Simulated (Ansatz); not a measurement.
# NbPd4 (R-3m) in Ansatz: convergence with k mesh

Aim: find how far k mesh must go before the results for NbPd4 settle, at PBE. This setting moves, with any that are tied to it; all else stays.

All numbers are computed with Ansatz 0.2.0; they aren't measurements. Logs are shortened: lines on timing, memory, paths and dates and some standing lists are left out, and cuts for length are marked.

**1. Starting point**

The structure is trigonal, space group R-3m (No. 166). Conventional cell: a = 2.835 Å, b = 2.835 Å, c = 34.486 Å, α = 90.00°, β = 90.00°, γ = 120.00°. Around Pd (site symmetry 3m) lie 3 Nb at 2.80 Å and 9 Pd at 2.84 Å. Pd (site symmetry 3m) is surrounded by 12 Pd at 2.82 to 2.84 Å. Nb (site symmetry -3m) is surrounded by 6 Pd at 2.80 Å and 6 Nb at 2.84 Å.

The cell comes from a database or a generator and needn't be the stable form of this composition.

**2. With k mesh 3 × 3 × 3**

Input file input.yaml:

```yaml
crystal:
  lattice:
    - [1.4176001398, 0.8184518223, 11.4952655238]
    - [-1.4176001398, 0.8184518223, 11.4952655238]
    - [0.0, -1.6369036446, 11.4952655238]
  atoms:
    - { symbol: Pd, position: [0.600621, 0.600621, 0.600621] }
    - { symbol: Pd, position: [0.199916, 0.199916, 0.199916] }
    - { symbol: Pd, position: [0.800084, 0.800084, 0.800084] }
    - { symbol: Pd, position: [0.399379, 0.399379, 0.399379] }
    - { symbol: Nb, position: [0.0, 0.0, 0.0] }
hamiltonian:
  xc: pbe
  pseudopotentials: { kind: nc, accuracy: standard }
kpoints:
  mp_grid: { grid: [3, 3, 3] }
scf:
  occupations: { method: fermi_dirac, width: 0.1 }
output:
  forces: true
  stress: true
  eigenvalues: true
```

Potentials or basis: PseudoDojo standard (PBE files).

Started as:

```sh
ansatz run input.yaml --threads 2 --pin off --max-ram 5632MiB --backend cpu --events-out ev --progress --plain --runs-dir out
```

It took 4.9 s on 2 threads of Arm Neoverse V2, shared host; peak memory 0.47 GiB.

What came out:

| Property | Result |
| --- | --- |
| Free energy | -16442.0619 eV |
| Pressure | -0.1 GPa |
| Largest force | 0.588 eV/Å |
| Band gap on the k mesh | none (metal or under the smearing width) |

**3. With k mesh 4 × 4 × 4**

input.yaml: that of step 2 with these lines changed.

```diff
@@ -15,3 +15,3 @@
 kpoints:
-  mp_grid: { grid: [3, 3, 3] }
+  mp_grid: { grid: [4, 4, 4] }
 scf:
```

Potentials or basis: PseudoDojo standard (PBE files).

Started as:

```sh
ansatz run input.yaml --threads 2 --pin off --max-ram 5632MiB --backend cpu --events-out ev --progress --plain --runs-dir out
```

Run time: 7.8 s. Hardware: 2 threads of Arm Neoverse V2, shared host; peak memory 0.52 GiB.

What came out:

```yaml
Free_energy: -16443.1034 eV
Pressure: -1.4 GPa
Largest_force: 0.101 eV/Å
Band_gap_on_the_k_mesh: none (metal or under the smearing width)
```

**4. With k mesh 5 × 5 × 5**

input.yaml: that of step 3 with these lines changed.

```diff
@@ -15,3 +15,3 @@
 kpoints:
-  mp_grid: { grid: [4, 4, 4] }
+  mp_grid: { grid: [5, 5, 5] }
 scf:
```

Started as:

```sh
ansatz run input.yaml --threads 2 --pin off --max-ram 5632MiB --backend cpu --events-out ev --progress --plain --runs-dir out
```

Wall time 11 s (2 threads of Arm Neoverse V2, shared host); peak memory 0.56 GiB.

Results:

```
Free energy            : -16442.8105 eV
Pressure               : -0.3 GPa
Largest force          : 0.054 eV/Å
Band gap on the k mesh : none (metal or under the smearing width)
```

**5. With k mesh 6 × 6 × 6**

input.yaml: that of step 4 with these lines changed.

```diff
@@ -15,3 +15,3 @@
 kpoints:
-  mp_grid: { grid: [5, 5, 5] }
+  mp_grid: { grid: [6, 6, 6] }
 scf:
```

Started as:

```sh
ansatz run input.yaml --threads 2 --pin off --max-ram 5632MiB --backend cpu --events-out ev --progress --plain --runs-dir out
```

Wall time 17 s (2 threads of Arm Neoverse V2, shared host); peak memory 0.64 GiB.

What came out:

```yaml
Free_energy: -16443.1543 eV
Pressure: -2.3 GPa
Largest_force: 0.075 eV/Å
Band_gap_on_the_k_mesh: none (metal or under the smearing width)
```

**6. With k mesh 8 × 8 × 8**

input.yaml: that of step 5 with these lines changed.

```diff
@@ -15,3 +15,3 @@
 kpoints:
-  mp_grid: { grid: [6, 6, 6] }
+  mp_grid: { grid: [8, 8, 8] }
 scf:
```

Potentials or basis: PseudoDojo standard (PBE files).

Started as:

```sh
ansatz run input.yaml --threads 2 --pin off --max-ram 5632MiB --backend cpu --events-out ev --progress --plain --runs-dir out
```

Run time: 39 s. Hardware: 2 threads of Arm Neoverse V2, shared host; peak memory 0.87 GiB.

The run converged. Its results:

| Property | Result |
| --- | --- |
| Free energy | -16443.0115 eV |
| Pressure | -1.6 GPa |
| Largest force | 0.116 eV/Å |
| Band gap on the k mesh | none (metal or under the smearing width) |

**7. With k mesh 10 × 10 × 10**

input.yaml: that of step 6 with these lines changed.

```diff
@@ -15,3 +15,3 @@
 kpoints:
-  mp_grid: { grid: [8, 8, 8] }
+  mp_grid: { grid: [10, 10, 10] }
 scf:
```

Started as:

```sh
ansatz run input.yaml --threads 2 --pin off --max-ram 5632MiB --backend cpu --events-out ev --progress --plain --runs-dir out
```

Run time: 67 s. Hardware: 2 threads of Arm Neoverse V2, shared host; peak memory 1.2 GiB.

Results (log left out):

| Property | Result |
| --- | --- |
| Free energy | -16443.0554 eV |
| Pressure | -1.7 GPa |
| Largest force | 0.081 eV/Å |
| Band gap on the k mesh | none (metal or under the smearing width) |

**8. With k mesh 12 × 12 × 12**

input.yaml: that of step 7 with these lines changed.

```diff
@@ -15,3 +15,3 @@
 kpoints:
-  mp_grid: { grid: [10, 10, 10] }
+  mp_grid: { grid: [12, 12, 12] }
 scf:
```

Started as:

```sh
ansatz run input.yaml --threads 2 --pin off --max-ram 5632MiB --backend cpu --events-out ev --progress --plain --runs-dir out
```

Wall time 1.7 min (2 threads of Arm Neoverse V2, shared host); peak memory 1.7 GiB.

Results (log left out):

```
Free energy            : -16443.0527 eV
Pressure               : -1.8 GPa
Largest force          : 0.059 eV/Å
Band gap on the k mesh : none (metal or under the smearing width)
```

**9. With k mesh 15 × 15 × 15**

input.yaml: that of step 8 with these lines changed.

```diff
@@ -15,3 +15,3 @@
 kpoints:
-  mp_grid: { grid: [12, 12, 12] }
+  mp_grid: { grid: [15, 15, 15] }
 scf:
```

Potentials or basis: PseudoDojo standard (PBE files).

Started as:

```sh
ansatz run input.yaml --threads 2 --pin off --max-ram 5632MiB --backend cpu --events-out ev --progress --plain --runs-dir out
```

Wall time 3.6 min (2 threads of Arm Neoverse V2, shared host); peak memory 2.7 GiB.

The run converged. Its results:

| Property | Result |
| --- | --- |
| Free energy | -16443.0561 eV |
| Pressure | -1.8 GPa |
| Largest force | 0.063 eV/Å |
| Band gap on the k mesh | none (metal or under the smearing width) |

**10. With k mesh 18 × 18 × 18**

input.yaml: that of step 9 with these lines changed.

```diff
@@ -15,3 +15,3 @@
 kpoints:
-  mp_grid: { grid: [15, 15, 15] }
+  mp_grid: { grid: [18, 18, 18] }
 scf:
```

Potentials or basis: PseudoDojo standard (PBE files).

Started as:

```sh
ansatz run input.yaml --threads 2 --pin off --max-ram 5632MiB --backend cpu --events-out ev --progress --plain --runs-dir out
```

What it wrote:

```text
Warning: RAYON_NUM_THREADS=2 ignored (pool sized by the plan → 2); use --threads N
basis.fft_grid_basis auto: the FFT boxes are laid along the combinations [[1, 0, -1], [0, 1, -1], [0, 0, 1]] of the cell's own vectors, 2.835, 2.835 and 11.611 Å long. The dense box has 32×32×128 points. Along the cell's own vectors, as sized, it would have 128×128×128, 16.00 times as many. Of the 12 symmetry operations that the crystal satisfies within crystal.symmetry.tolerance (time reversal apart; of a slab, those that keep its plane) the dense box along the cell's own vectors carries 12, and the one as laid loses 8 of those. basis.fft_grid_basis: typed keeps the cell's own vectors: state it where this run's energies or levels are differenced outside the engine with another run's, or held beside a run that keeps those vectors.
Engine: ansatz 0.2.0, aarch64-unknown-linux-gnu
Pseudopotentials: kind: nc
Pseudopotential: Pd, nc, valence charge 18, recommended cutoff 1115.666836 eV (normal), Pd.nc.azcp (PseudoDojo's, or run here from an input of PseudoDojo's; its table is named by hamiltonian.pseudopotentials.accuracy)
Pseudopotential: Nb, nc, valence charge 13, recommended cutoff 1115.666836 eV (normal), Nb.nc.azcp (PseudoDojo's, or run here from an input of PseudoDojo's; its table is named by hamiltonian.pseudopotentials.accuracy)
Functional definition: PBE
  parameter kappa = 0.804
  parameter beta = 0.06672455060314922
  exchange = pbe_x(kappa = kappa, mu = beta*pi^2/3)
  correlation = pbe_c(beta = beta)
Crystal: 5 atoms, lattice volume = 80.023 Å³
Basis set: ecut = 1115.666836 eV, 6813 PW (Γ), FFT grids on a1−a3, a2−a3, a3, exchange–correlation on 64×64×256 points (8 copies of the dense FFT grid, shifted against one another)
Bands: 51, of which v1, the nominal top of the filled ones, is band 43 counted from 1 (42 counted from 0)
Symmetry: 12 space group operations
Space group: R-3m (ITA 166), of the structure as read, at distance tolerance 4.3e-5 Å
k-points: 580 of 5832
Non-local potential: Pd, projectors of the file, l = 0: 2, l = 1: 2, l = 2: 2
Non-local potential: Nb, projectors of the file, l = 0: 2, l = 1: 2, l = 2: 2
Initial density: superposition of atomic densities (chi_scale 0.1, normalization cell, long waves of neutral atoms (reshape's long-wave potential 2.30 eV rms, cloud 3.03 Å wide))
Initial wavefunctions: pseudopotential atomic-orbital guess
Functional: x = pbe(κ = 0.804, μ = 0.2195149727645171), c = pbe(β = 0.06672455060314922)
SCF iter   1: F=—  HF=-16478.808686 eV  |F-HF|=—  |Δ(HF+E_count)|=         —  Δρ=4.21e-1  dr2=1.10e3  ethr=3.10e-3  ⟨swp⟩=12.0  Hψ=153768  notcnv=0
preconditioner: auto → Kerker (q_TF=auto, 2.756 Å⁻¹)  [metal: Δε(μ)=0.000 eV  Ē_g=5.955 eV  σ=0.100 eV  W_gap=0.00  n_scr=34 (ndim 8)  ℏωp=27.8 eV  f_vac=0.000  D(μ)=6.56/eV (n_scr^D=74)]
SCF iter   2: F=—  HF=-16452.684019 eV  |F-HF|=—  |Δ(HF+E_count)|=    2.61e1  Δρ=2.20e-1  dr2=6.56e1  ethr=3.10e-3  ⟨swp⟩=6.9  Hψ=106341  notcnv=0  defer=77
SCF iter   3: F=—  HF=-16444.521000 eV  |F-HF|=—  |Δ(HF+E_count)|=    8.16e0  Δρ=8.26e-2  dr2=7.42e0  ethr=3.10e-3  ⟨swp⟩=4.5  Hψ=70771  notcnv=0  defer=516
SCF iter   4: F=—  HF=-16443.905034 eV  |F-HF|=—  |Δ(HF+E_count)|=   6.16e-1  Δρ=7.72e-2  dr2=4.33e1  ethr=3.10e-3  ⟨swp⟩=4.2  Hψ=69600  notcnv=0  defer=494  recentre
SCF iter   5: F=—  HF=-16443.859484 eV  |F-HF|=—  |Δ(HF+E_count)|=   4.55e-2  Δρ=8.15e-2  dr2=1.33e1  ethr=3.10e-3  ⟨swp⟩=4.4  Hψ=54612  notcnv=0  defer=404
SCF iter   6: F=—  HF=-16443.086510 eV  |F-HF|=—  |Δ(HF+E_count)|=   7.73e-1  Δρ=1.35e-2  dr2=2.51e-1  ethr=3.10e-3  ⟨swp⟩=3.9  Hψ=54695  notcnv=0  defer=307
SCF iter   7: F=—  HF=-16443.071316 eV  |F-HF|=—  |Δ(HF+E_count)|=   1.52e-2  Δρ=1.08e-2  dr2=7.44e-1  ethr=2.96e-4  ⟨swp⟩=3.0  Hψ=51582  notcnv=0  defer=331
SCF iter   8: F=—  HF=-16443.052693 eV  |F-HF|=—  |Δ(HF+E_count)|=   1.86e-2  Δρ=9.85e-4  dr2=1.09e-3  ethr=2.96e-4  ⟨swp⟩=1.8  Hψ=31027  notcnv=0  defer=331
SCF iter   9: F=—  HF=-16443.052637 eV  |F-HF|=—  |Δ(HF+E_count)|=   5.64e-5  Δρ=4.14e-4  dr2=1.36e-4  ethr=1.28e-6  ⟨swp⟩=3.2  Hψ=61661  notcnv=0  defer=330
SCF iter  10: F=—  HF=-16443.052677 eV  |F-HF|=—  |Δ(HF+E_count)|=   3.99e-5  Δρ=6.09e-4  dr2=1.92e-3  ethr=1.60e-7  ⟨swp⟩=2.4  Hψ=51361  notcnv=0  defer=330  recentre
SCF iter  11: F=—  HF=-16443.052636 eV  |F-HF|=—  |Δ(HF+E_count)|=   4.10e-5  Δρ=4.37e-5  dr2=3.60e-6  ethr=1.60e-7  ⟨swp⟩=1.8  Hψ=32892  notcnv=0  defer=330
SCF iter  12: F=—  HF=-16443.053345 eV  |F-HF|=—  |Δ(HF+E_count)|=   7.10e-4  Δρ=2.00e-5  dr2=2.10e-6  ethr=4.24e-9  ⟨swp⟩=2.6  Hψ=50196  notcnv=0  defer=330
SCF iter  13: F=—  HF=-16443.053345 eV  |F-HF|=—  |Δ(HF+E_count)|=   3.55e-8  Δρ=7.30e-6  dr2=2.55e-7  ethr=2.47e-9  ⟨swp⟩=1.2  Hψ=29823  notcnv=0  defer=330
SCF iter  14: F=-16443.053345 eV  HF=-16443.053345 eV  |F-HF|=2.34e-9  |Δ(HF+E_count)|=   2.70e-9  Δρ=1.34e-6  dr2=2.67e-9  ethr=1.18e-10  ⟨swp⟩=14.6  Hψ=169069  notcnv=0
SCF 1 converged in 14 iterations: F = -16443.053345 eV  dr2 = 2.67e-9
SCF converged after 14 iterations
Free energy (F): -16443.053345 eV
Harris-Foulkes:  -16443.053345 eV  (|F-HF|=2.34e-9)
Internal energy: -16442.870485 eV  (E = F + TS)
E sigma→0 (E₀):  -16442.961915 eV
Entropy (-TS):   -0.182860 eV (-36.572 meV/atom)
Fermi energy:    18.620780 eV
--- Per-component energies (eV) ---
  E_band       = -696.758062
  E_kinetic    = 5448.049060
  E_local      = -11112.417416  (includes V_loc(G=0)·N_el)
  E_nonlocal   = 350.270321
  E_hartree    = 3395.530581
  E_xc         = -2658.866246
  E_vxc        = -2173.719060  (∫ρ·V_xc dr)
  E_ewald      = -11865.436784
  E_smearing   = -0.182860  (= −TS)
  E_closure    = -0.000000  (closes the sum)
  Σ components = -16443.053345   (vs F -16443.053345, Δ=0.00e0)
--- Forces (eV/Å), atoms counted from 1 ---
  atom   1  Pd     0.00000000     0.00000000     0.06282845
  atom   2  Pd     0.00000000    -0.00000000    -0.03170629
  atom   3  Pd     0.00000000     0.00000000     0.03170629
  atom   4  Pd     0.00000000    -0.00000000    -0.06282845
  atom   5  Nb     0.00000000     0.00000000     0.00000000
  max |Σ_I F_I| component: 3.47e-18 eV/Å
--- Stress (GPa, compression-positive) ---
       -1.783951       0.000000       0.000000
        0.000000      -1.783951      -0.000000
        0.000000      -0.000000      -1.789333
  P = ⅓ Tr σ = -1.7857 GPa (-17.857 kbar)
--- Band table (eV; the first three rows and the last of 580) ---
  k-point 0: bands = ["-65.8097", "-65.8097", "-65.1916", "-65.1720", "-36.3544", "-31.6910", "-31.6864", "-31.3458", "-31.3458", "-31.3458", "-31.3458", "-30.9629", "-30.8212", "-30.8212", "-30.8058", "-30.7976", "-30.7976", "-12.5048", "-11.6267", "-11.6267", "11.8019", "12.9424", "13.1946", "13.6513", "13.8392", "15.5001", "15.7762", "15.7762", "15.8460", "15.8460", "16.0466", "16.1670", "16.1670", "16.2283", "16.2283", "16.7578", "16.9245", "16.9245", "17.0069", "17.0069", "17.6176", "17.6176", "18.3069", "18.3069", "18.3695", "18.8047", "19.1899", "19.1899", "22.1076", "22.1076", "27.0767"]
  k-point 1: bands = ["-65.8090", "-65.8090", "-65.1908", "-65.1714", "-36.3475", "-31.6900", "-31.6855", "-31.3528", "-31.3528", "-31.3475", "-31.3475", "-30.9614", "-30.8302", "-30.8232", "-30.8043", "-30.8036", "-30.7990", "-12.4980", "-11.6726", "-11.6369", "11.9009", "13.0231", "13.2859", "13.7341", "13.9065", "15.4544", "15.7410", "15.7682", "15.8287", "15.9019", "15.9934", "16.1275", "16.2012", "16.2405", "16.2774", "16.7195", "16.8456", "16.9138", "16.9986", "17.0373", "17.5550", "17.6299", "17.9101", "18.3030", "18.3841", "19.1392", "19.2845", "19.3743", "22.0835", "22.1803", "27.1423"]
  k-point 2: bands = ["-65.8069", "-65.8069", "-65.1883", "-65.1697", "-36.3277", "-31.6872", "-31.6829", "-31.3729", "-31.3728", "-31.3525", "-31.3524", "-30.9575", "-30.8519", "-30.8288", "-30.8226", "-30.8032", "-30.8024", "-12.4783", "-11.8035", "-11.6661", "12.1885", "13.2533", "13.5332", "13.9555", "14.0979", "15.3315", "15.5772", "15.6539", "15.8500", "15.9779", "15.9983", "16.0647", "16.2724", "16.2942", "16.4073", "16.6648", "16.6817", "16.8447", "16.8537", "17.0468", "17.3698", "17.6521", "17.8004", "18.2979", "18.3770", "19.0580", "19.5691", "20.2053", "22.0145", "22.3828", "27.3242"]
  k-point 579: bands = ["-65.8097", "-65.8097", "-65.1916", "-65.1720", "-36.3544", "-31.6922", "-31.6852", "-31.3458", "-31.3458", "-31.3458", "-31.3458", "-30.9629", "-30.8212", "-30.8212", "-30.8057", "-30.7976", "-30.7976", "-12.5048", "-11.6267", "-11.6267", "12.0605", "12.2725", "13.5757", "13.6246", "13.9609", "15.7782", "15.7782", "15.8072", "15.8508", "15.8508", "16.0792", "16.1887", "16.1887", "16.2096", "16.2096", "16.4685", "16.7818", "16.7818", "17.1487", "17.1487", "17.4852", "17.6539", "17.6539", "18.2492", "18.2492", "19.2002", "19.2002", "19.7478", "22.1102", "22.1102", "26.1702"]
```

It took 5.4 min on 2 threads of Arm Neoverse V2, shared host; peak memory 4.3 GiB.

What came out:

* Free energy: -16443.0533 eV
* Pressure: -1.8 GPa
* Largest force: 0.063 eV/Å
* Band gap on the k mesh: none (metal or under the smearing width)

**11. Summary**

| k mesh | energy less the tightest run, at zero smearing (meV/atom) | pressure (GPa) | largest force (eV/Å) | SCF cycles | CPU time (s) | peak memory (GiB) |
| --- | --- | --- | --- | --- | --- | --- |
| 3 × 3 × 3 | 217.58 | -0.05 | 0.588 | 16 | 9.3 | 0.47 |
| 4 × 4 × 4 | -6.87 | -1.37 | 0.101 | 15 | 15 | 0.52 |
| 5 × 5 × 5 | 51.41 | -0.33 | 0.054 | 14 | 23 | 0.56 |
| 6 × 6 × 6 | -20.31 | -2.35 | 0.075 | 14 | 34 | 0.64 |
| 8 × 8 × 8 | 9.14 | -1.63 | 0.116 | 14 | 78 | 0.87 |
| 10 × 10 × 10 | -0.65 | -1.73 | 0.081 | 14 | 130 | 1.2 |
| 12 × 12 × 12 | 0.29 | -1.84 | 0.059 | 13 | 210 | 1.7 |
| 15 × 15 × 15 | -0.65 | -1.82 | 0.063 | 14 | 430 | 2.7 |
| 18 × 18 × 18 | 0.00 | -1.79 | 0.063 | 14 | 650 | 4.3 |

Against the tightest run, the energy stays within 1 meV/atom from 10 × 10 × 10 on; the pressure stays within 0.1 GPa from 10 × 10 × 10 on; the largest force stays within 0.005 eV/Å from 12 × 12 × 12 on. Meshes of other sizes hit other points, so gaps and Fermi surfaces needn't settle smoothly. The tightest run that finished is the yardstick and may itself not be fully converged.
